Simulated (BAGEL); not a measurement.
# A workflow on [BF4]− (tetrafluoroborate)

We compute the energy (HF/6-31G*), then a single-point energy (NEVPT2(2,2)/6-31G*), then a single-point energy (CASPT2(2,2)/6-31G*) of [BF4]− (tetrafluoroborate). 

Program for the calculation: BAGEL 1.2.2.

1 further run of the same task is left out (set aside as unsound or not needed).

## 1. The system as given

The species is [BF4]− (5 atoms), meant as a singlet with charge -1. SMILES: `F[B-](F)(F)F`. One bond was lengthened or shortened from a relaxed shape.

Bond lengths: F1–B2 1.406 Å, B2–F3 1.406 Å, B2–F4 1.617 Å, B2–F5 1.406 Å. Angles: F1–B2–F3 109.5°, F1–B2–F4 109.5°, F1–B2–F5 109.5°, F3–B2–F4 109.5°, F3–B2–F5 109.5°, F4–B2–F5 109.5°.

## 2. The energy at HF/6-31G(d) (density fitting with svp-jkfit, spherical functions) (run 1)

File job.json:

```json
{ "bagel" : [

{
  "title" : "molecule",
  "basis" : "6-31gs.json",
  "df_basis" : "svp-jkfit",
  "geometry" : [
    { "atom" : "F", "xyz" : [  0.24991439,  0.01447152,  2.80333123 ] },
    { "atom" : "B", "xyz" : [  0.35781775,  0.09043851,  0.15034472 ] },
    { "atom" : "F", "xyz" : [  2.15097887, -1.66889651, -0.71382704 ] },
    { "atom" : "F", "xyz" : [ -2.38577923, -0.60301161, -1.00098793 ] },
    { "atom" : "F", "xyz" : [  1.05833923,  2.52875213, -0.63823799 ] }
  ]
},
{ "title" : "hf", "charge" : -1 },
{ "title" : "print", "file" : "orbitals.molden", "orbitals" : "true" }

]}
```

The basis set 6-31G* is read from a file made from the Basis Set Exchange's data (not shown).

Launch:

```
$ BAGEL_NUM_THREADS=1 BAGEL job.json > job.out
```

What it wrote:

```text
* using 1 threads per process

  ===============================================================
  ===============================================================

  *** Geometry ***

  { "atom" : "F", "xyz" : [      0.249914,      0.014472,      2.803331 ] },
  { "atom" : "B", "xyz" : [      0.357818,      0.090439,      0.150345 ] },
  { "atom" : "F", "xyz" : [      2.150979,     -1.668897,     -0.713827 ] },
  { "atom" : "F", "xyz" : [     -2.385779,     -0.603012,     -1.000988 ] },
  { "atom" : "F", "xyz" : [      1.058339,      2.528752,     -0.638238 ] },

  Number of auxiliary basis functions:      383

  Since a DF basis is specified, we compute 2- and 3-index integrals:
    o Being stored without compression. Storage requirement is 0.015 GB

  Number of basis functions:       70
  Number of electrons      :       41

    * METHOD: MOLECULE                             0.13

  *** RHF ***

  === Nuclear Repulsion ===
   173.6066359092

      * DIIS with orbital gradients will be used.

  === RHF iteration (6-31gs.json) ===
      0       -422.39418910          0.02889739           0.04
      1       -422.60009068          0.01778100           0.03
      2       -422.69727608          0.00091832           0.03
      3       -422.69768891          0.00027036           0.03
      4       -422.69771954          0.00006717           0.03
      5       -422.69772143          0.00001436           0.03
      6       -422.69772158          0.00000511           0.03
      7       -422.69772160          0.00000084           0.04
      8       -422.69772160          0.00000036           0.03
      9       -422.69772160          0.00000010           0.03
     10       -422.69772160          0.00000002           0.03
     11       -422.69772160          0.00000001           0.03
    * SCF iteration converged.

    * Permanent dipole moment:
           (   -0.327598,    -0.082755,    -0.137979) a.u.

    * METHOD: HF                                   0.49

    * METHOD: PRINT                                0.01

  ===============================================================
```

Run time: 0.77 s. Hardware: 1 thread of Arm Neoverse V1, shared host; peak memory 0.14 GiB.

## 3. The energy at NEVPT2(2,2)/6-31G(d) (density fitting with svp-jkfit, spherical functions) (run 2)

File nevpt2.json:

```json
{ "bagel": [

{
  "title": "molecule",
  "basis": "6-31gs.json",
  "df_basis": "svp-jkfit",
  "geometry": [
    { "atom": "F", "xyz": [  0.24991439,  0.01447152,  2.80333123 ] },
    { "atom": "B", "xyz": [  0.35781775,  0.09043851,  0.15034472 ] },
    { "atom": "F", "xyz": [  2.15097887, -1.66889651, -0.71382704 ] },
    { "atom": "F", "xyz": [ -2.38577923, -0.60301161, -1.00098793 ] },
    { "atom": "F", "xyz": [  1.05833923,  2.52875213, -0.63823799 ] }
  ]
},
{ "title": "hf", "charge": -1 },
{ "title": "casscf", "nstate": 1, "nact": 2, "nclosed": 20, "charge": -1, "active": [19, 22], "maxiter": 200, "natocc": true },
{
  "title": "nevpt2",
  "nstate": 1,
  "nact": 2,
  "nclosed": 20,
  "charge": -1,
  "active": [19, 22],
  "maxiter": 200,
  "natocc": true,
  "ncore": 5
},
{ "title": "print", "file": "orbitals.molden", "orbitals": true }

]}
```

The basis set 6-31G* is read from a file made from the Basis Set Exchange's data (not shown).

Launch:

```
$ BAGEL_NUM_THREADS=1 BAGEL nevpt2.json > nevpt2.out
```

What it wrote:

```text
* using 1 threads per process

  ===============================================================
  ===============================================================

  *** Geometry ***

  { "atom" : "F", "xyz" : [      0.249914,      0.014472,      2.803331 ] },
  { "atom" : "B", "xyz" : [      0.357818,      0.090439,      0.150345 ] },
  { "atom" : "F", "xyz" : [      2.150979,     -1.668897,     -0.713827 ] },
  { "atom" : "F", "xyz" : [     -2.385779,     -0.603012,     -1.000988 ] },
  { "atom" : "F", "xyz" : [      1.058339,      2.528752,     -0.638238 ] },

  Number of auxiliary basis functions:      383

  Since a DF basis is specified, we compute 2- and 3-index integrals:
    o Being stored without compression. Storage requirement is 0.015 GB

  Number of basis functions:       70
  Number of electrons      :       41

    * METHOD: MOLECULE                             0.13

  *** RHF ***

  === Nuclear Repulsion ===
   173.6066359092

      * DIIS with orbital gradients will be used.

  === RHF iteration (6-31gs.json) ===
      0       -422.39418910          0.02889739           0.04
      1       -422.60009068          0.01778100           0.03
      2       -422.69727608          0.00091832           0.03
      3       -422.69768891          0.00027036           0.03
      4       -422.69771954          0.00006717           0.03
      5       -422.69772143          0.00001436           0.03
      6       -422.69772158          0.00000511           0.03
      7       -422.69772160          0.00000084           0.03
      8       -422.69772160          0.00000036           0.03
      9       -422.69772160          0.00000010           0.03
     10       -422.69772160          0.00000002           0.03
     11       -422.69772160          0.00000001           0.03
    * SCF iteration converged.

    * Permanent dipole moment:
           (   -0.327598,    -0.082755,    -0.137979) a.u.

    * METHOD: HF                                   0.49

  ---------------------------
      CASSCF calculation
  ---------------------------

    ==== Active orbitals : =====
         Orbital 19
         Orbital 22
    ============================

    * nstate   :      1
    * nclosed  :     20
    * nact     :      2
    * nvirt    :     48
  === CASSCF iteration (6-31gs.json) ===

    * Using the second-order algorithm

      0  0      -422.69916981     4.44e-04      0.01

      1  0      -422.71631040     1.37e-03      0.15

      2  0      -422.71849262     6.04e-04      0.19

      3  0      -422.71859236     3.13e-04      0.20

      4  0      -422.71860421     1.34e-04      0.18

      5  0      -422.71860604     5.44e-05      0.20

      6  0      -422.71860633     2.18e-05      0.20

      7  0      -422.71860638     8.72e-06      0.19

      8  0      -422.71860638     3.48e-06      0.19

      9  0      -422.71860639     1.39e-06      0.20

     10  0      -422.71860639     5.54e-07      0.18

     11  0      -422.71860639     2.21e-07      0.18

     12  0      -422.71860639     8.82e-08      0.18

     13  0      -422.71860639     3.52e-08      0.17

     14  0      -422.71860639     1.40e-08      0.16

     15  0      -422.71860639     5.60e-09      0.15

    * Second-order optimization converged. *

     guess   0:   closed 1.                   open ..

  === FCI iteration ===

      0  0      -422.69714240     1.06e-01      0.00
      1  0      -422.71843174     7.25e-03      0.00
      2  0 *    -422.71860639     3.20e-16      0.00

     * ci vector, state   0, <S^2> = 0.0000
       2.     0.9948875780
       .2    -0.1009886484

    * METHOD: CASSCF                               2.79

    * freezing 5 orbitals

  === DF-NEVPT2 calculation ===

    * 3-index integral transformation done
    * assembly done

      NEVPT2 correlation energy:   -0.7459473021      0.14

          (+0)     -0.6457008035
          (+0)'    -0.0481518120
          (+1)     -0.0144139096
          (+1)'    -0.0000000000
          (+2)     -0.0005853614
          (-1)     -0.0325624703
          (-1)'     0.0000000000
          (-2)     -0.0045329453

      NEVPT2 total energy:       -423.4645536880

    * METHOD: NEVPT2                               0.21

    * METHOD: PRINT                                0.01

  ===============================================================
```

It took 3.9 s on 1 thread of Arm Neoverse V1, shared host; peak memory 0.14 GiB.

## 4. A single-point energy at CASPT2(2,2)/6-31G(d) (density fitting with svp-jkfit, spherical functions) (run 3)

File job.json:

```json
{ "bagel": [

{
  "title": "molecule",
  "basis": "6-31gs.json",
  "df_basis": "svp-jkfit",
  "geometry": [
    { "atom": "F", "xyz": [     0.24991439,     0.01447152,     2.80333123 ] },
    { "atom": "B", "xyz": [     0.35781775,     0.09043851,     0.15034472 ] },
    { "atom": "F", "xyz": [     2.15097887,    -1.66889651,    -0.71382704 ] },
    { "atom": "F", "xyz": [    -2.38577923,    -0.60301161,    -1.00098793 ] },
    { "atom": "F", "xyz": [     1.05833923,     2.52875213,    -0.63823799 ] }
  ]
},

{
  "title": "hf",
  "charge": -1
},

{
  "title": "casscf",
  "nstate": 1,
  "nact": 2,
  "nclosed": 20,
  "charge": -1,
  "active": [19, 22],
  "maxiter": 200,
  "natocc": "true"
},

{
  "title": "print",
  "file": "orbitals.molden",
  "orbitals": "true"
},

{
  "title": "smith",
  "method": "caspt2",
  "ms": "true",
  "xms": "true",
  "sssr": "true",
  "shift": 0.2,
  "shift_imag": "true",
  "ncore": 5
}

]}
```

The basis set 6-31G* is read from a file made from the Basis Set Exchange's data (not shown).

Launch:

```
$ BAGEL_NUM_THREADS=1 BAGEL job.json > job.out
```

What it wrote:

```text
* using 1 threads per process

  ===============================================================
  ===============================================================

  *** Geometry ***

  { "atom" : "F", "xyz" : [      0.249914,      0.014472,      2.803331 ] },
  { "atom" : "B", "xyz" : [      0.357818,      0.090439,      0.150345 ] },
  { "atom" : "F", "xyz" : [      2.150979,     -1.668897,     -0.713827 ] },
  { "atom" : "F", "xyz" : [     -2.385779,     -0.603012,     -1.000988 ] },
  { "atom" : "F", "xyz" : [      1.058339,      2.528752,     -0.638238 ] },

  Number of auxiliary basis functions:      383

  Since a DF basis is specified, we compute 2- and 3-index integrals:
    o Being stored without compression. Storage requirement is 0.015 GB

  Number of basis functions:       70
  Number of electrons      :       41

    * METHOD: MOLECULE                             0.13

  *** RHF ***

  === Nuclear Repulsion ===
   173.6066359092

      * DIIS with orbital gradients will be used.

  === RHF iteration (6-31gs.json) ===
      0       -422.39418910          0.02889739           0.04
      1       -422.60009068          0.01778100           0.03
      2       -422.69727608          0.00091832           0.03
      3       -422.69768891          0.00027036           0.03
      4       -422.69771954          0.00006717           0.03
      5       -422.69772143          0.00001436           0.03
      6       -422.69772158          0.00000511           0.03
      7       -422.69772160          0.00000084           0.03
      8       -422.69772160          0.00000036           0.03
      9       -422.69772160          0.00000010           0.03
     10       -422.69772160          0.00000002           0.03
     11       -422.69772160          0.00000001           0.03
    * SCF iteration converged.

    * Permanent dipole moment:
           (   -0.327598,    -0.082755,    -0.137979) a.u.

    * METHOD: HF                                   0.48

  ---------------------------
      CASSCF calculation
  ---------------------------

    ==== Active orbitals : =====
         Orbital 19
         Orbital 22
    ============================

    * nstate   :      1
    * nclosed  :     20
    * nact     :      2
    * nvirt    :     48
  === CASSCF iteration (6-31gs.json) ===

    * Using the second-order algorithm

      0  0      -422.69916981     4.44e-04      0.01

      1  0      -422.71631040     1.37e-03      0.15

      2  0      -422.71849262     6.04e-04      0.19

      3  0      -422.71859236     3.13e-04      0.19

      4  0      -422.71860421     1.34e-04      0.19

      5  0      -422.71860604     5.44e-05      0.20

      6  0      -422.71860633     2.18e-05      0.20

      7  0      -422.71860638     8.72e-06      0.21

      8  0      -422.71860638     3.48e-06      0.20

      9  0      -422.71860639     1.39e-06      0.20

     10  0      -422.71860639     5.54e-07      0.19

     11  0      -422.71860639     2.21e-07      0.18

     12  0      -422.71860639     8.82e-08      0.18

     13  0      -422.71860639     3.52e-08      0.16

     14  0      -422.71860639     1.40e-08      0.15

     15  0      -422.71860639     5.60e-09      0.14

    * Second-order optimization converged. *

     guess   0:   closed 1.                   open ..

  === FCI iteration ===

      0  0      -422.69714240     1.06e-01      0.00
      1  0      -422.71843174     7.25e-03      0.00
      2  0 *    -422.71860639     3.20e-16      0.00

     * ci vector, state   0, <S^2> = 0.0000
       2.     0.9948875780
       .2    -0.1009886484

    * METHOD: CASSCF                               2.82

    * METHOD: PRINT                                0.01

  === SMITH program ===

    * freezing 5 orbitals

    * Approximate memory requirement for SMITH calulation per MPI process:
      o Storage requirement for T-amplitude, lambda, and residual is 0.02 GB
      o Storage requirement for MO integrals is 0.01 GB
    * Calculating and saving rdm4f

    * Zeroth order energy : state  0       -0.9492293421

    * CASPT2 iteration is performed using orthogonal basis

      -------------------------------------------  CASPT2 iteration  ---------------------------------------------------
       #      aibj      arbs      arbi      airj      risj      airs      arst      rist         Etot      error   time
      ------------------------------------------------------------------------------------------------------------------

       0  -0.64680  -0.00536  -0.03172  -0.01629  -0.00073  -0.04197  -0.00000  -0.00000   -0.7428660  0.0029368   0.08
       1  -0.64739  -0.00542  -0.03199  -0.01681  -0.00080  -0.04322  -0.00000  -0.00000   -0.7456304  0.0005279   0.07
       2  -0.64746  -0.00543  -0.03191  -0.01684  -0.00081  -0.04332  -0.00000  -0.00000   -0.7457648  0.0001006   0.07
       3  -0.64746  -0.00543  -0.03190  -0.01683  -0.00081  -0.04333  -0.00000   0.00000   -0.7457679  0.0000229   0.07
       4  -0.64746  -0.00543  -0.03190  -0.01683  -0.00081  -0.04334   0.00000  -0.00000   -0.7457681  0.0000049   0.07
       5  -0.64746  -0.00543  -0.03190  -0.01683  -0.00081  -0.04333   0.00000   0.00000   -0.7457681  0.0000010   0.07

      ------------------------------------------------------------------------------------------------------------------

    * CASPT2 energy : state  0     -423.4660271522
        w/o shift correction       -423.4643745302
        reference weight              0.8551860097

    * METHOD: SMITH                                0.61

  ===============================================================
```

It took 4.2 s on 1 thread of Arm Neoverse V1, shared host; peak memory 0.18 GiB.

## 5. Results

| quantity | value |
| --- | --- |
| run 1, HF/6-31G*: total energy | -422.69772 Eh |
| run 1, HF/6-31G*: HOMO energy | -9.31 eV |
| run 1, HF/6-31G*: LUMO energy | 16.06 eV |
| run 1, HF/6-31G*: HOMO–LUMO gap (to an unbound level, set by the basis) | 25.37 eV |
| run 2, NEVPT2(2,2)/6-31G*: total energy | -423.46455 Eh |
| run 3, CASPT2(2,2)/6-31G*: total energy | -423.46603 Eh |
